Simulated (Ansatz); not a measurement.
# FH2O2Sc: how energies converge with the basis set

How large a basis does FH2O2Sc need? Two functionals are run in growing sets.

Program: Ansatz 0.2.0, Gaussian basis. Level of theory: one geometry, several basis sets. These are calculated values, not measurements.

Plan: PBE0-D4/def2-SVP; ωB97M-V/def2-SVP; PBE0-D4/def2-QZVPP; ωB97M-V/def2-QZVPP; the functionals' def2-TZVPP values are taken from earlier runs.

### 1 The geometry

The geometry comes from an earlier relaxation with PBE0-D4 in a triple-zeta def2 set; it is a stationary point.

6 atoms, charge 0, spin multiplicity 1.

Atoms are counted from 1 here; the program's logs count them from 0.

Bond lengths: O1–Sc2 1.861 Å, O1–H5 0.952 Å, Sc2–O3 1.861 Å, Sc2–F4 1.856 Å, O3–H6 0.952 Å. Angles: Sc2–O1–H5 176.4°, O1–Sc2–O3 122.4°, O1–Sc2–F4 118.8°, O3–Sc2–F4 118.8°, Sc2–O3–H6 175.5°.

As a file:

```xyz
6
charge 0, multiplicity 1
O    -0.51889    1.31739   -0.90558
Sc   -0.14626   -0.37931   -0.23738
O     0.82560   -0.64306    1.32802
F    -0.76608   -1.86281   -1.16479
H    -0.68013    2.20785   -1.20087
H     1.32786   -0.70395    2.13440
```

### 2 PBE0-D4 in def2-SVP

The input, in.yaml:

```yaml
crystal:
  periodic: [false, false, false]
  atoms:
    - {symbol: O, position_ang: [-0.518889, 1.317389, -0.905582]}
    - {symbol: Sc, position_ang: [-0.146259, -0.379314, -0.237382]}
    - {symbol: O, position_ang: [0.825600, -0.643064, 1.328019]}
    - {symbol: F, position_ang: [-0.766077, -1.862809, -1.164786]}
    - {symbol: H, position_ang: [-0.680132, 2.207850, -1.200872]}
    - {symbol: H, position_ang: [1.327857, -0.703953, 2.134403]}
basis:
  gaussian: {orbitals: def2-SVP}
hamiltonian: {xc: pbe0, dispersion: d4}
output: {orbitals: {seedname: orbitals}}
```

After this run come: ωB97M-V in def2-SVP; PBE0-D4 in def2-QZVPP; ωB97M-V in def2-QZVPP.

Q: Predict the results of all the runs planned. Wanted: PBE0-D4: double and triple zeta above quadruple; ωB97M-V: double and triple zeta above quadruple.

**Answer**, as computed:

| quantity | value |
| --- | --- |
| PBE0-D4: double and triple zeta above quadruple | 12.18, 0.77 eV |
| ωB97M-V: double and triple zeta above quadruple | 12.32, 0.72 eV |

**Reading.** For PBE0-D4 the step from double to triple zeta gains 11.41 eV and the next only 0.77 eV. Total energies overstate the basis error of differences, where much of it tends to cancel.
